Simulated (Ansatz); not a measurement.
**Cr (Chromium): a single-point run**

The task is a single-point run on Cr (Chromium). The structure is shown as the input types it.

Computed with Ansatz 0.2.0 (DFT, LDA, all-electron LAPW, scalar-relativistic, unless a step's input says otherwise).

### Step 1. The starting structure

It takes space group P6_3/mmc (No. 194, hexagonal). The conventional cell has a = 2.714 Å, b = 2.714 Å, c = 4.410 Å, α = 90.00°, β = 90.00°, γ = 120.00°. Cr (site symmetry -6m2) is surrounded by 12 Cr at 2.71 Å.

As a file:

```cif
data_structure
_symmetry_space_group_name_H-M 'P6_3/mmc'
_symmetry_Int_Tables_number 194
_cell_length_a 2.7140
_cell_length_b 2.7140
_cell_length_c 4.4100
_cell_angle_alpha 90.000
_cell_angle_beta 90.000
_cell_angle_gamma 120.000
_cell_volume 28.13
loop_
_atom_site_label
_atom_site_type_symbol
_atom_site_symmetry_multiplicity
_atom_site_Wyckoff_symbol
_atom_site_fract_x
_atom_site_fract_y
_atom_site_fract_z
_atom_site_occupancy
Cr1 Cr 2 c 0.33333 0.66667 0.25000 1
```

### Step 2. The run

File input.yaml:

```yaml
crystal:
  lattice:
    - [2.714, 0.0, 0.0]
    - [-1.357, 2.3503929459, 0.0]
    - [0.0, 0.0, 4.41]
  atoms:
    - { symbol: Cr, position: [0.3333333333, 0.6666666667, 0.25], spin: 3.0 }
    - { symbol: Cr, position: [0.6666666667, 0.3333333333, 0.75], spin: 3.0 }
magnetization:
  spin_polarized: true
kpoints:
  mp_grid: { grid: [1, 1, 1] }
scf:
  occupations: { method: fermi_dirac, width: 0.03 }
  lower_state_search: "off"
  max_iter: 80
hamiltonian:
  xc: lda
  pseudopotentials: { kind: all_electron, lapw: { basis_error: 0.0005 } }
output:
  forces: true
  stress: true
  eigenvalues: false
  populations: true
```

Launch:

```sh
> ansatz run input.yaml --threads 1 --pin off --max-ram 3072MiB --backend cpu --events-out ev --progress --plain --runs-dir out
```

The program printed, cut to the lines that bear on the results:

```text
settings of this run that can trade accuracy for cost: output.eigenvalues: false. Do not mix this run's numbers with those of runs without the same settings; the input reference describes each key
Cr: projections on atomic orbitals take those of the free atom 1s2 2s2 2p6 3s2 3p6 3d5 4s1, of charge +0.00 (hamiltonian.pseudopotentials.projection_atoms)
LAPW: plane waves up to 8.479 Å⁻¹, error target 5.0e-4 eV per atom; small_component_spin mean_spin; Cr in spheres of 1.353 Å, 14 of its electrons in bands, Dirac shells []
[...]
Pseudopotentials: kind: all_electron
Pseudopotential: Cr, LAPW, valence charge 14, Koelling and Harmon's equation, gaussian nucleus
Functional definition: SPW92
[...]
Crystal: 2 atoms, lattice volume = 28.131 Å³
Basis set: ecut = 273.9339548943398 eV, 287 PW (Γ), exchange–correlation at level 2
Bands: 21, of which v1, the nominal top of the filled ones, is band 14 counted from 1 (13 counted from 0)
Symmetry: 24 space group operations
Space group: P63/mmc (ITA 194), of the structure as read, at distance tolerance 3.0e-5 Å
Magnetic group: BNS 194.263 (UNI 1493), of the structure as read, at distance tolerance 3.0e-5 Å
k-points: 1
[...]
Starting moments: Σ|m| = 6 μB on 2 of 2 sites
[...]
spin-set hold released at iteration 6 (site moments contracting): the magnetisation degrees of freedom join the quasi-Newton model from the next iteration; the mixer history was flushed
[...]
SCF iter  10: F=-57084.067609 eV  HF=-57084.067609 eV  |F-HF|=1.69e-8  |Δ(HF+E_count)|=   5.42e-8  Δρ=2.28e-6 (↑2.28e-6 ↓1.28e-6)  dr2=3.91e-10  dr2_m=6.89e-10  M=8.000 μB ∫|m|=8.000 μB  ethr=2.18e-11  ⟨swp⟩=3.0  Hψ=128  notcnv=0
[...]
SCF converged after 10 iterations
Magnetization: 8.0000 μB (18.0000 up, 10.0000 down)
Absolute magnetization: 8.0003 μB (∫|ρ↑−ρ↓|)
Spin contamination: 0.0035 ħ² per cell (⟨S²⟩ above its minimum at these occupations)
Per-site moments (μB) at R_I (Å): [(3.730103252351812, 1.3525245021155214), (3.730103252351812, 1.3525245021155214)]
Free energy (F): -57084.067609 eV
[...]
E sigma→0 (E₀):  -57084.067609 eV
Fermi energy:    15.588939 eV
[...]
--- Forces (eV/Å), atoms counted from 1 ---
  atom   1  Cr    -0.00000000    -0.00000000     0.00000000
  atom   2  Cr     0.00000000     0.00000000     0.00000000
[...]
--- Stress (GPa, compression-positive) ---
        5.769686       0.000000       0.000000
        0.000000       5.769686       0.000000
        0.000000       0.000000      58.667683
  P = ⅓ Tr σ = 23.4024 GPa (234.024 kbar)
--- Löwdin populations: 2 sites ---
  site symbol       q [e]    m [muB]
     0     Cr     23.4976     3.4985
     1     Cr     23.4976     3.4985
  spilling = 0.020935 (of n_electrons = 48.000000)
settings of this run that can trade accuracy for cost: output.eigenvalues: false. Do not mix this run's numbers with those of runs without the same settings; the input reference describes each key
```

Run time: 1.8 s. Hardware: 1 thread of Arm Neoverse V2, shared host; peak memory 0.25 GiB.

### Step 3. Can this be trusted?

The run converged and reported no error, with warnings (stability check not made). It gives a pressure of 23 GPa, which is large; a structure far from rest gives such values too, whatever the setting.

The suspect setting: kpoints.mp_grid.grid is [1, 1, 1]. The zone is sampled at a single point, which suits only large cells or molecules.

Run again and compare: set kpoints.mp_grid.grid to [12, 12, 7].

### Step 4. A check with that setting changed

Other changes include scf.max_iter.

input.yaml, as its differences from that of step 2:

```diff
@@ -11,3 +11,3 @@
 kpoints:
-  mp_grid: { grid: [1, 1, 1] }
+  mp_grid: { grid: [12, 12, 7] }
 scf:
@@ -15,3 +15,2 @@
   lower_state_search: "off"
-  max_iter: 80
 hamiltonian:
```

Launch:

```sh
> ansatz run input.yaml --threads 1 --pin off --max-ram 3072MiB --backend cpu --events-out ev --progress --plain --runs-dir out
```

Excerpt of the output:

```text
[...]
Basis set: ecut = 273.9339548943398 eV, 287 PW (Γ), exchange–correlation at level 2
[...]
Magnetic group: BNS 194.263 (UNI 1493), of the structure as read, at distance tolerance 3.0e-5 Å
k-points: 76 of 1008
[...]
SCF iter   1: F=—  HF=-57082.971731 eV  |F-HF|=—  |Δ(HF+E_count)|=         —  Δρ=6.80e-2 (↑6.80e-2 ↓5.02e-2)  dr2=5.31e-1  dr2_m=6.94e-1  M=3.287 μB ∫|m|=3.287 μB  β_m=0.30  ethr=1.89e-3  ⟨swp⟩=2.1  Hψ=21114  notcnv=0
preconditioner: auto → none  [metal: Δε(μ)=0.005 eV  Ē_g=5.857 eV  σ=0.030 eV  W_gap=0.04  n_scr=8 (ndim 8)  ℏωp=24.3 eV  f_vac=0.000  D(μ)=2.85/eV (n_scr^D=36)  sad-step TF]
SCF iter   2: F=—  HF=-57080.319020 eV  |F-HF|=—  |Δ(HF+E_count)|=    2.65e0  Δρ=2.95e-2 (↑2.95e-2 ↓2.55e-2)  dr2=5.51e-2  dr2_m=1.77e-1  M=3.780 μB ∫|m|=3.780 μB  β_m=0.30  ethr=1.89e-3  ⟨swp⟩=3.0  Hψ=10785  notcnv=0
[...]
SCF iter  18: F=—  HF=-57080.629730 eV  |F-HF|=—  |Δ(HF+E_count)|=   6.24e-6  Δρ=3.50e-5 (↑3.02e-5 ↓3.50e-5)  dr2=2.91e-7  dr2_m=1.95e-7  M=1.122 μB ∫|m|=1.122 μB  β_m=0.85  ethr=1.27e-8  ⟨swp⟩=2.0  Hψ=8926  notcnv=0
SCF iter  19: F=-57080.629730 eV  HF=-57080.629730 eV  |F-HF|=4.22e-10  |Δ(HF+E_count)|=   2.47e-8  Δρ=1.68e-6 (↑1.68e-6 ↓1.18e-6)  dr2=1.44e-9  dr2_m=2.18e-10  M=1.119 μB ∫|m|=1.119 μB  ethr=1.04e-9  ⟨swp⟩=2.6  Hψ=9191  notcnv=0
[...]
SCF converged after 19 iterations
Magnetization: 1.1188 μB (14.5594 up, 13.4406 down)
[...]
Free energy (F): -57080.629730 eV
[...]
E sigma→0 (E₀):  -57080.623363 eV
[...]
Fermi energy:    15.301435 eV
[...]
  P = ⅓ Tr σ = -38.3413 GPa (-383.413 kbar)
[...]
```

It took 39 s on 1 thread of Arm Neoverse V2, shared host; peak memory 0.48 GiB.

| run | ending | energy change | pressure (GPa) | abs. moment (μB) | force (eV/Å) | cycles | time |
| --- | --- | --- | --- | --- | --- | --- | --- |
| first try | converged | -1.72 eV/atom | 23.4 | 8.00 | 0.00 | 10 | 1.8 s |
| second try | converged | 0 | -38.3 | 1.12 | 0.00 | 19 | 39 s |

### Step 5. What came out

```
          quantity                     value
         first try  converged, 10 SCF cycles
fault in the input               one k-point
        second try  converged, 19 SCF cycles
      total energy            -57080.6297 eV
          pressure                -38.34 GPa
   absolute moment                   1.12 μB
     largest force                0.000 eV/Å
```

In words: Both runs converge, but the first lies -1.72 eV/atom from the second; on mending, the pressure goes from 23.4 to -38.3 GPa, the absolute moment goes from 8.00 to 1.12 μB. The second, on usual settings, is the one to trust of the two, though its own convergence isn't tested here. The structure is not at rest: the sound run finds -38 GPa, so these are no properties of the relaxed crystal. 
